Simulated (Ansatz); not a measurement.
CH4AlFSe, SMILES FC[Se][AlH2], a ladder of methods at one geometry

Program: Ansatz 0.2.0, Python API.

`methods_ch4alfse.py`
```python
"""One geometry of CH4AlFSe, method by method."""

import warnings

import ansatz as az
from ase import Atoms

BASIS_SET = "def2-SVP"

warnings.simplefilter("ignore", az.DeckWarning)

atoms = Atoms(["F", "C", "Se", "Al", "H", "H", "H", "H"], positions=[
    (-1.0444, 1.185, 0.92),
    (0.1778, 1.3401, 0.3843),
    (1.2072, -0.2141, 0.8652),
    (-0.0178, -1.7006, -0.4639),
    (0.1286, 1.4267, -0.7372),
    (0.6636, 2.2685, 0.7966),
    (0.3177, -1.9653, -1.9854),
    (-1.3405, -2.3976, 0.1645),
])
geometry = az.Crystal.molecule_from_ase(atoms)

calc = geometry.calculation().basis(gaussian=BASIS_SET)

methods = ["mp2", "ccsd", "ccsd_t"]
reports = [calc.correlation(m).run(threads=1).report for m in methods]
print(f"Hartree-Fock reference {reports[0]['reference_energy_ev'] / 27.211386246:.6f} Ha")
best = reports[-1]["free_energy_ev"] - reports[-1]["reference_energy_ev"]
for method, each in zip(methods, reports):
    gained = each["free_energy_ev"] - each["reference_energy_ev"]
    print(f"{method:8s} total {each['free_energy_ev'] / 27.211386246:.6f} Ha  correlation {gained:9.4f} eV  ({100 * gained / best:.1f} % of the last)")
```

```console
$ python methods_ch4alfse.py
Hartree-Fock reference -2780.907978 Ha
mp2      total -2781.529388 Ha  correlation  -16.9094 eV  (92.9 % of the last)
ccsd     total -2781.561478 Ha  correlation  -17.7827 eV  (97.7 % of the last)
ccsd_t   total -2781.577175 Ha  correlation  -18.2098 eV  (100.0 % of the last)
```

What to keep in mind:
- Total energies depend on the basis set; only differences at equal settings carry meaning.
- The geometry is a force-field or estimated start, not a minimum of this method, and the basis set is short of its limit. A lower total doesn't mark the better method: functionals have no common bound, and MP2 and coupled cluster aren't variational.
- Inner cores stay frozen; a filled d shell under the valence of the heavier atoms is correlated with it.
- Timing: 30 s on 1 thread of Intel(R) Xeon(R) Platinum 8375C CPU @ 2.90GHz (Ice Lake), on a shared host, peak memory 0.44 GiB.

(Lines on the test bed's own set-up are left out of the output.)
